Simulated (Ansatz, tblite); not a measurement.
# Ge(vinyl)H3 (C2H6Ge): a ladder of methods and basis sets

How do method and basis change the picture of Ge(vinyl)H3 (C2H6Ge) (singlet)?

Program: Ansatz 0.2.0, Gaussian basis. Level of theory: as each input shows. These are calculated values, not measurements.

Levels to be run: GFN1-xTB, GFN2-xTB, PBE-D4/def2-TZVP, r2SCAN-D4/def2-TZVP, r2SCAN0-D4/def2-TZVP, LC-ωPBE/def2-TZVP, BLYP-D4/def2-TZVP, PBE-D4/def2-SVP, PBE0-D4/def2-SVP, CCSD(T)/def2-TZVP, RPA/def2-TZVP.

2 further runs of the same task are left out: 2 set aside as unsound or not needed.

## Step 1: The relaxed structure

The singlet was relaxed beforehand with B3LYP-D4/def2-TZVP.

9 atoms, charge 0, spin multiplicity 1.

Bond lengths: C1–C2 1.329 Å, C1–Ge3 1.949 Å, C1–H4 1.087 Å, C2–H5 1.085 Å, C2–H6 1.085 Å, Ge3–H7 1.539 Å, Ge3–H8 1.541 Å, Ge3–H9 1.541 Å. Angles: C2–C1–Ge3 123.3°, C2–C1–H4 118.9°, Ge3–C1–H4 117.8°, C1–C2–H5 122.1°, C1–C2–H6 121.9°, H5–C2–H6 116.0°, C1–Ge3–H7 108.6°, C1–Ge3–H8 110.5°, C1–Ge3–H9 110.5°, H7–Ge3–H8 109.6°, H7–Ge3–H9 109.6°, H8–Ge3–H9 108.0°.

Geometry (Å):

```xyz
9

C    -0.3811    0.1228    0.6532
C     0.5360   -0.4603    1.4181
Ge   -0.2202    0.2769   -1.2827
H    -1.2711    0.5346    1.1221
H     1.4421   -0.8910    1.0047
H     0.4222   -0.5355    2.4950
H     1.1206   -0.3427   -1.7159
H    -0.2692    1.7558   -1.7131
H    -1.3793   -0.4605   -1.9814
```

PBE0-D4/def2-TZVP was run before; its log isn't repeated, and its numbers join the tables.

## Step 2: GFN1-xTB

Tight binding, by tblite at 300 K electronic temperature and without a spin-polarisation term:

```python
tblite.interface.Calculator('GFN1-xTB', numbers, positions, charge=0, uhf=0).singlepoint()
```

Energy -247.0130 eV, HOMO -12.35 eV, LUMO -7.50 eV; 0.005 s.

## Step 3: GFN2-xTB

Tight binding, by tblite at 300 K electronic temperature and without a spin-polarisation term:

```python
tblite.interface.Calculator('GFN2-xTB', numbers, positions, charge=0, uhf=0).singlepoint()
```

Energy -250.4775 eV, HOMO -11.17 eV, LUMO -6.25 eV; 0.002 s.

## Step 4: PBE-D4/def2-TZVP

start.molden holds the orbitals of an earlier run on this state, given as this run's starting guess.

File in.yaml:

```yaml
crystal:
  periodic: [false, false, false]
  atoms:
    - {symbol: C, position_ang: [-0.381095, 0.122753, 0.653187]}
    - {symbol: C, position_ang: [0.536021, -0.460288, 1.418147]}
    - {symbol: Ge, position_ang: [-0.220208, 0.276876, -1.282686]}
    - {symbol: H, position_ang: [-1.271059, 0.534592, 1.122059]}
    - {symbol: H, position_ang: [1.442081, -0.891035, 1.004680]}
    - {symbol: H, position_ang: [0.422203, -0.535486, 2.494984]}
    - {symbol: H, position_ang: [1.120579, -0.342717, -1.715878]}
    - {symbol: H, position_ang: [-0.269171, 1.755827, -1.713075]}
    - {symbol: H, position_ang: [-1.379341, -0.460532, -1.981427]}
basis:
  gaussian: {orbitals: def2-TZVP, initial_orbitals: start.molden}
hamiltonian: {xc: pbe, dispersion: d4}
scf: {omitted_lower_state_checks: [starts]}
output: {forces: true, orbitals: {seedname: orbitals}}
```

Started as:

```console
> ansatz run in.yaml --threads 2 --pin off --events-out ev --progress --plain --max-ram 4352MiB
```

The log of the run (excerpt; [...] marks lines left out):

```text
Functional definition: PBE
  name "PBE"
  cite "Perdew, Burke & Ernzerhof, Phys. Rev. Lett. 77, 3865 (1996) doi:10.1103/PhysRevLett.77.3865"
  parent pbe
[...]
982 factors; their error is unknown
[...]
mean field -58678.02780950 eV, -2156.3777486032 hartree, gradient 2.3e-5 eV, S^2 0.000000; 0 other end points of the search recorded, 0 dependent functions left out
[...]
reference -58678.02784948 eV, -2156.3777500726 hartree; 25, 25 occupied and 121, 121 virtual orbitals, 982 factors
Total energy: -58678.17504888 eV, -2156.3831595507 hartree
Atom 0 at    -0.381095     0.122753     0.653187 Å, force    -0.108599     0.091233    -0.329126 eV/Å
Atom 1 at     0.536021    -0.460288     1.418147 Å, force     0.128509    -0.082152     0.083071 eV/Å
Atom 2 at    -0.220208     0.276876    -1.282686 Å, force    -0.016433    -0.003286     0.096380 eV/Å
Atom 3 at    -1.271059     0.534592     1.122059 Å, force    -0.240300     0.118854     0.102912 eV/Å
Atom 4 at     1.442081    -0.891035     1.004680 Å, force     0.255090    -0.114950    -0.110744 eV/Å
Atom 5 at     0.422203    -0.535486     2.494984 Å, force    -0.032941    -0.019685     0.297038 eV/Å
Atom 6 at     1.120579    -0.342717    -1.715878 Å, force     0.116367    -0.055959    -0.037914 eV/Å
Atom 7 at    -0.269171     1.755827    -1.713075 Å, force    -0.004997     0.123965    -0.039608 eV/Å
Atom 8 at    -1.379341    -0.460532    -1.981427 Å, force    -0.096696    -0.058020    -0.062008 eV/Å
Dipole moment:    -0.006140    -0.012857     0.122810 e Å
Checks for a lower state left out: starts
```

Wall time 2.1 s (2 threads of Arm Neoverse V2, shared host).

From the report: HOMO -6.81 eV, LUMO -1.32 eV.

## Step 5: r2SCAN-D4/def2-TZVP

Changes to in.yaml since step 4:

```diff
@@ -14,4 +14,4 @@
   gaussian: {orbitals: def2-TZVP, initial_orbitals: start.molden}
-hamiltonian: {xc: pbe, dispersion: d4}
+hamiltonian: {xc: r2scan, dispersion: d4}
 scf: {omitted_lower_state_checks: [starts]}
-output: {forces: true, orbitals: {seedname: orbitals}}
+output: {orbitals: {seedname: orbitals}}
```

The command is unchanged.

The log of the run:

```text
Functional definition: r2SCAN
  name "r2SCAN"
  cite "Furness, Kaplan, Ning, Perdew & Sun, J. Phys. Chem. Lett. 11, 8208 (2020) doi:10.1021/acs.jpclett.0c02405"
  cite "Furness, Kaplan, Ning, Perdew & Sun, J. Phys. Chem. Lett. 11, 9248 (2020) doi:10.1021/acs.jpclett.0c03077"
  parent r2scan
  parameter k0 = 0.174
  parameter k1 = 0.065
  parameter a1 = 4.9479
  exchange = r2scan_x(k0 = k0, k1 = k1, a1 = a1)
  correlation = r2scan_c
these checks for a lower state are left out or cut short: starts
982 factors; their error is unknown
mean field evaluation 1: about -58688.1498 eV, gradient 6.3e0 eV
mean field evaluation 2: about -58688.1831 eV, gradient 4.3e-2 eV
mean field evaluation 4: about -58688.1609 eV, gradient 1.9e-4 eV
mean field -58688.16091777 eV, -2156.7501334637 hartree, gradient 1.4e-5 eV, S^2 0.000000; 0 other end points of the search recorded, 0 dependent functions left out
reference -58688.16092913 eV, -2156.7501338812 hartree; 25, 25 occupied and 121, 121 virtual orbitals, 982 factors
Total energy: -58688.19596687 eV, -2156.7514214946 hartree
Checks for a lower state left out: starts
```

It took 3.9 s on 2 threads of Arm Neoverse V2, shared host.

Report: HOMO -7.02 eV, LUMO -1.10 eV.

## Step 6: r2SCAN0-D4/def2-TZVP

Changes to in.yaml since step 5:

```diff
@@ -14,3 +14,3 @@
   gaussian: {orbitals: def2-TZVP, initial_orbitals: start.molden}
-hamiltonian: {xc: r2scan, dispersion: d4}
+hamiltonian: {xc: {name: r2SCAN0}, dispersion: d4}
 scf: {omitted_lower_state_checks: [starts]}
```

The command is unchanged.

The log of the run (excerpt; [...] marks lines left out):

```text
Functional definition: r2SCAN0
  name "r2SCAN0"
  cite "Bursch, Neugebauer, Ehlert & Grimme, J. Chem. Phys. 156, 134105 (2022) doi:10.1063/5.0086040"
  cite "Furness, Kaplan, Ning, Perdew & Sun, J. Phys. Chem. Lett. 11, 8208 (2020) doi:10.1021/acs.jpclett.0c02405"
  cite "Furness, Kaplan, Ning, Perdew & Sun, J. Phys. Chem. Lett. 11, 9248 (2020) doi:10.1021/acs.jpclett.0c03077"
  parent r2scan
[...]
1025 factors; their error is unknown
[...]
mean field -58687.44676185 eV, -2156.7238887177 hartree, gradient 2.5e-5 eV, S^2 0.000000; 0 other end points of the search recorded, 0 dependent functions left out
reference -58687.44677089 eV, -2156.7238890499 hartree; 25, 25 occupied and 121, 121 virtual orbitals, 1025 factors
Total energy: -58687.48796381 eV, -2156.7254028619 hartree
Checks for a lower state left out: starts
```

Run time: 4.1 s. Hardware: 2 threads of Arm Neoverse V2, shared host.

HOMO -8.08 eV, LUMO -0.18 eV.

## Step 7: LC-ωPBE/def2-TZVP

Changes to in.yaml since step 6:

```diff
@@ -14,3 +14,3 @@
   gaussian: {orbitals: def2-TZVP, initial_orbitals: start.molden}
-hamiltonian: {xc: {name: r2SCAN0}, dispersion: d4}
+hamiltonian: {xc: {name: LC-wPBE}}
 scf: {omitted_lower_state_checks: [starts]}
```

Launched as before.

The log of the run (excerpt; [...] marks lines left out):

```text
Functional definition: LC-wPBE
  name "LC-wPBE"
  cite "Vydrov & Scuseria, J. Chem. Phys. 125, 234109 (2006) doi:10.1063/1.2409292"
  cite "Heyd & Scuseria, J. Chem. Phys. 120, 7274 (2004) doi:10.1063/1.1668634"
  cite "Ernzerhof & Perdew, J. Chem. Phys. 109, 3313 (1998) doi:10.1063/1.476928"
  cite "Perdew, Burke & Ernzerhof, Phys. Rev. Lett. 77, 3865 (1996) doi:10.1103/PhysRevLett.77.3865"
  parent pbe
[...]
982 factors; their error is unknown
321 factors; integrals over basis functions are off by at most 2.1e-5 eV
[...]
mean field -58680.99159724 eV, -2156.4866657939 hartree, gradient 1.5e-5 eV, S^2 0.000000; 0 other end points of the search recorded, 0 dependent functions left out
reference -58680.99159725 eV, -2156.4866657942 hartree; 25, 25 occupied and 121, 121 virtual orbitals, 982 factors
Total energy: -58680.99159725 eV, -2156.4866657942 hartree
Checks for a lower state left out: starts
```

Run time: 2.1 s. Hardware: 2 threads of Arm Neoverse V2, shared host.

Report: HOMO -10.67 eV, LUMO 2.04 eV.

## Step 8: BLYP-D4/def2-TZVP

Changes to in.yaml since step 7:

```diff
@@ -14,3 +14,3 @@
   gaussian: {orbitals: def2-TZVP, initial_orbitals: start.molden}
-hamiltonian: {xc: {name: LC-wPBE}}
+hamiltonian: {xc: {name: BLYP}, dispersion: d4}
 scf: {omitted_lower_state_checks: [starts]}
```

Launched as before.

The log of the run:

```text
Functional definition: BLYP
  name "BLYP"
  cite "Becke, Phys. Rev. A 38, 3098 (1988) doi:10.1103/PhysRevA.38.3098"
  cite "Lee, Yang & Parr, Phys. Rev. B 37, 785 (1988) doi:10.1103/PhysRevB.37.785"
  parameter beta = 0.0042
  parameter a = 0.04918
  parameter b = 0.132
  parameter c = 0.2533
  parameter d = 0.349
  exchange = b88_x(beta = beta)
  correlation = lyp_c(a = a, b = b, c = c, d = d)
these checks for a lower state are left out or cut short: starts
982 factors; their error is unknown
mean field evaluation 1: about -58689.9328 eV, gradient 1.3e1 eV
mean field evaluation 2: about -58690.1198 eV, gradient 1.7e-1 eV
mean field evaluation 4: about -58690.0917 eV, gradient 3.0e-4 eV
mean field -58690.09171770 eV, -2156.8210890524 hartree, gradient 1.4e-5 eV, S^2 0.000000; 0 other end points of the search recorded, 0 dependent functions left out
reference -58690.09206366 eV, -2156.8211017663 hartree; 25, 25 occupied and 121, 121 virtual orbitals, 982 factors
Total energy: -58690.41946992 eV, -2156.8331337244 hartree
Checks for a lower state left out: starts
```

It took 1.8 s on 2 threads of Arm Neoverse V2, shared host.

From the report: HOMO -6.64 eV, LUMO -1.18 eV.

## Step 9: PBE-D4/def2-SVP

Changes to in.yaml since step 8:

```diff
@@ -13,4 +13,4 @@
 basis:
-  gaussian: {orbitals: def2-TZVP, initial_orbitals: start.molden}
-hamiltonian: {xc: {name: BLYP}, dispersion: d4}
+  gaussian: {orbitals: def2-SVP, initial_orbitals: start.molden}
+hamiltonian: {xc: pbe, dispersion: d4}
 scf: {omitted_lower_state_checks: [starts]}
```

Same command.

The log of the run:

```text
Functional definition: PBE
  name "PBE"
  cite "Perdew, Burke & Ernzerhof, Phys. Rev. Lett. 77, 3865 (1996) doi:10.1103/PhysRevLett.77.3865"
  parent pbe
  parameter kappa = 0.804
  parameter beta = 0.06672455060314922
  exchange = pbe_x(kappa = kappa, mu = beta*pi^2/3)
  correlation = pbe_c(beta = beta)
these checks for a lower state are left out or cut short: starts
1015 factors; their error is unknown
mean field evaluation 1: about -58668.4223 eV, gradient 7.1e0 eV
mean field evaluation 2: about -58668.5361 eV, gradient 9.6e-2 eV
mean field evaluation 4: about -58668.4829 eV, gradient 1.2e-4 eV
mean field -58668.48285587 eV, -2156.0269780274 hartree, gradient 1.5e-5 eV, S^2 0.000000; 0 other end points of the search recorded, 0 dependent functions left out
reference -58668.48288984 eV, -2156.0269792756 hartree; 25, 25 occupied and 65, 65 virtual orbitals, 1015 factors
Total energy: -58668.63008924 eV, -2156.0323887537 hartree
Checks for a lower state left out: starts
```

Run time: 1 s. Hardware: 2 threads of Arm Neoverse V2, shared host.

HOMO -6.72 eV, LUMO -1.14 eV.

## Step 10: PBE0-D4/def2-SVP

Changes to in.yaml since step 9:

```diff
@@ -14,3 +14,3 @@
   gaussian: {orbitals: def2-SVP, initial_orbitals: start.molden}
-hamiltonian: {xc: pbe, dispersion: d4}
+hamiltonian: {xc: pbe0, dispersion: d4}
 scf: {omitted_lower_state_checks: [starts]}
```

Same command.

The log of the run:

```text
Functional definition: PBE0
  name "PBE0"
  cite "Adamo & Barone, J. Chem. Phys. 110, 6158 (1999) doi:10.1063/1.478522"
  cite "Perdew, Burke & Ernzerhof, Phys. Rev. Lett. 77, 3865 (1996) doi:10.1103/PhysRevLett.77.3865"
  parent pbe
  parameter a = 0.25
  parameter kappa = 0.804
  parameter beta = 0.06672455060314922
  exchange = (1 - a)*pbe_x(kappa = kappa, mu = beta*pi^2/3) + a*exact_x
  correlation = pbe_c(beta = beta)
these checks for a lower state are left out or cut short: starts
915 factors; integrals over basis functions are off by at most 1.4e-3 eV
mean field evaluation 1: about -58670.3683 eV, gradient 3.7e0 eV
mean field evaluation 2: about -58670.4032 eV, gradient 2.8e-2 eV
mean field evaluation 4: about -58670.4703 eV, gradient 3.5e-4 eV
mean field -58670.47033193 eV, -2156.1000164254 hartree, gradient 2.5e-5 eV, S^2 0.000000; 0 other end points of the search recorded, 0 dependent functions left out
reference -58670.47035845 eV, -2156.1000173997 hartree; 25, 25 occupied and 65, 65 virtual orbitals, 915 factors
Total energy: -58670.59369420 eV, -2156.1045499050 hartree
Checks for a lower state left out: starts
```

Run time: 1.4 s. Hardware: 2 threads of Arm Neoverse V2, shared host.

From the report: HOMO -7.88 eV, LUMO -0.12 eV.

## Step 11: CCSD(T)/def2-TZVP

Changes to in.yaml since step 10:

```diff
@@ -13,4 +13,4 @@
 basis:
-  gaussian: {orbitals: def2-SVP, initial_orbitals: start.molden}
-hamiltonian: {xc: pbe0, dispersion: d4}
+  gaussian: {orbitals: def2-TZVP, initial_orbitals: start.molden}
+correlation: {method: ccsd_t}
 scf: {omitted_lower_state_checks: [starts]}
```

Launched as before.

The log of the run (excerpt; [...] marks lines left out):

```text
Functional definition: HF
  name "HF"
  cite "Fock, Z. Phys. 61, 126 (1930) doi:10.1007/BF01340294"
  parent pbe
[...]
1013 factors; integrals over basis functions are off by at most 1.3e-3 eV
[...]
mean field -58629.36291124 eV, -2154.5893465785 hartree, gradient 1.4e-6 eV, S^2 0.000000; 0 other end points of the search recorded, 0 dependent functions left out
11 core orbitals not correlated: weight in the atoms' cores, before any rotation towards them, 1.000 or more for the frozen orbitals, at most 0.000 for the correlated occupied ones
reference -58629.36291124 eV, -2154.5893465785 hartree; 14, 14 occupied and 121, 121 virtual orbitals, 1013 factors
second order -15.64231326 eV of doubles, -0.00000000 eV of singles
cycle   1  -15.97450211 eV  change   -3.3e-1 eV  update   9.6e-2
[...]
cycle   8  -16.59418005 eV  change   -2.6e-5 eV  update   2.7e-5
perturbative correction -0.66193190 eV, -0.0243255487 hartree
Total energy: -58646.61902319 eV, -2155.2234969962 hartree
Checks for a lower state left out: starts
```

It took 26 s on 2 threads of Arm Neoverse V2, shared host; peak memory 0.97 GiB.

Hartree-Fock HOMO -10.33 eV, LUMO 3.47 eV; T1 0.012.

## Step 12: RPA/def2-TZVP

Changes to in.yaml since step 11:

```diff
@@ -14,4 +14,4 @@
   gaussian: {orbitals: def2-TZVP, initial_orbitals: start.molden}
-correlation: {method: ccsd_t}
+hamiltonian: {xc: pbe}
+correlation: {method: rpa}
 scf: {omitted_lower_state_checks: [starts]}
-output: {orbitals: {seedname: orbitals}}
```

Same command.

The log of the run (excerpt; [...] marks lines left out):

```text
Functional definition: PBE
  name "PBE"
  cite "Perdew, Burke & Ernzerhof, Phys. Rev. Lett. 77, 3865 (1996) doi:10.1103/PhysRevLett.77.3865"
  parent pbe
[...]
1013 factors; integrals over basis functions are off by at most 1.3e-3 eV
[...]
mean field -58678.02776541 eV, -2156.3777469830 hartree, gradient 2.6e-6 eV, S^2 0.000000; 0 other end points of the search recorded, 0 dependent functions left out
11 core orbitals not correlated: weight in the atoms' cores, before any rotation towards them, 1.000 or more for the frozen orbitals, at most 0.000 for the correlated occupied ones
reference -58628.08061692 eV, -2154.5422231313 hartree; 14, 14 occupied and 121, 121 virtual orbitals, 1013 factors
Total energy: -58654.13354515 eV, -2155.4996505846 hartree
Checks for a lower state left out: starts
```

It took 3.3 s on 2 threads of Arm Neoverse V2, shared host.

## Step 13: Comparison

```tsv
level	functions	HOMO (eV)	LUMO (eV)	gap (eV)	time
PBE-D4/def2-SVP	90	-6.72	-1.14	5.57	1 s
PBE-D4/def2-TZVP	146	-6.81	-1.32	5.49	2.1 s
BLYP-D4/def2-TZVP	146	-6.64	-1.18	5.46	1.8 s
r2SCAN-D4/def2-TZVP	146	-7.02	-1.10	5.92	3.9 s
PBE0-D4/def2-SVP	90	-7.88	-0.12	7.76	1.4 s
PBE0-D4/def2-TZVP	146	-7.93	-0.29	7.63	2.4 s
r2SCAN0-D4/def2-TZVP	146	-8.08	-0.18	7.90	4.1 s
LC-ωPBE/def2-TZVP	146	-10.67	2.04	12.72	2.1 s
```

Energy pieces by basis (eV):

```tsv
basis	HF	MP2 correlation	CCSD correlation	(T)	total
def2-TZVP	-58629.3629	-15.6423	-16.5942	-0.6619	-58646.6190
```

## Step 14: Binding energy

Free atoms were run apart at each level; binding is atoms less cluster, divided by the number of atoms, without zero-point or spin-orbit terms.

Differences are taken before rounding.

```tsv
method	binding an atom (eV)	from CCSD(T)/def2-TZVP (eV)	time
HF/def2-TZVP	2.674	-0.792	
PBE-D4/def2-SVP	3.619	+0.153	1 s
PBE-D4/def2-TZVP	3.603	+0.137	2.1 s
BLYP-D4/def2-TZVP	3.547	+0.080	1.8 s
r2SCAN-D4/def2-TZVP	3.576	+0.110	3.9 s
PBE0-D4/def2-SVP	3.587	+0.121	1.4 s
PBE0-D4/def2-TZVP	3.566	+0.100	2.4 s
r2SCAN0-D4/def2-TZVP	3.540	+0.073	4.1 s
LC-ωPBE/def2-TZVP	3.544	+0.078	2.1 s
MP2/def2-TZVP	3.462	-0.004	
CCSD/def2-TZVP	3.424	-0.042	
CCSD(T)/def2-TZVP	3.466	0	26 s
```

Among the levels timed on like hardware and quicker than the yardstick, those that no quicker one beats, quickest first: PBE-D4/def2-SVP (1 s, +0.153 eV); PBE0-D4/def2-SVP (1.4 s, +0.121 eV); BLYP-D4/def2-TZVP (1.8 s, +0.080 eV); LC-ωPBE/def2-TZVP (2.1 s, +0.078 eV); r2SCAN0-D4/def2-TZVP (4.1 s, +0.073 eV).

## Step 15: What came out

```
                                                 quantity                                  value
gap in def2-TZVP, named functionals, smallest and largest  5.46 eV (BLYP-D4), 12.72 eV (LC-ωPBE)
                    correlation energy, CCSD(T)/def2-TZVP                              -17.26 eV
                       binding an atom, CCSD(T)/def2-TZVP                               3.466 eV
          PBE0 total energy, smallest basis above largest          9.45 eV (def2-SVP, def2-TZVP)
```

Orbital gaps of the named functionals in def2-TZVP span 5.46 eV (BLYP-D4) to 12.72 eV (LC-ωPBE); exact exchange widens it. The functionals in def2-TZVP miss CCSD(T)/def2-TZVP by +0.073 (r2SCAN0-D4) to +0.137 eV (PBE-D4) an atom. CCSD(T)/def2-TZVP isn't at the basis-set limit; small misses against it rank nothing.

r2SCAN0-D4/def2-TZVP reaches 0.073 eV from the reference in 4.1 s, where CCSD(T)/def2-TZVP took 26 s; the quickest level in the cost chart, PBE-D4/def2-SVP, takes 1 s and misses by 0.153 eV. The slowest run with a step of its own, CCSD(T)/def2-TZVP, took 26 s; the quickest functional in def2-TZVP took 1.8 s (shared host).
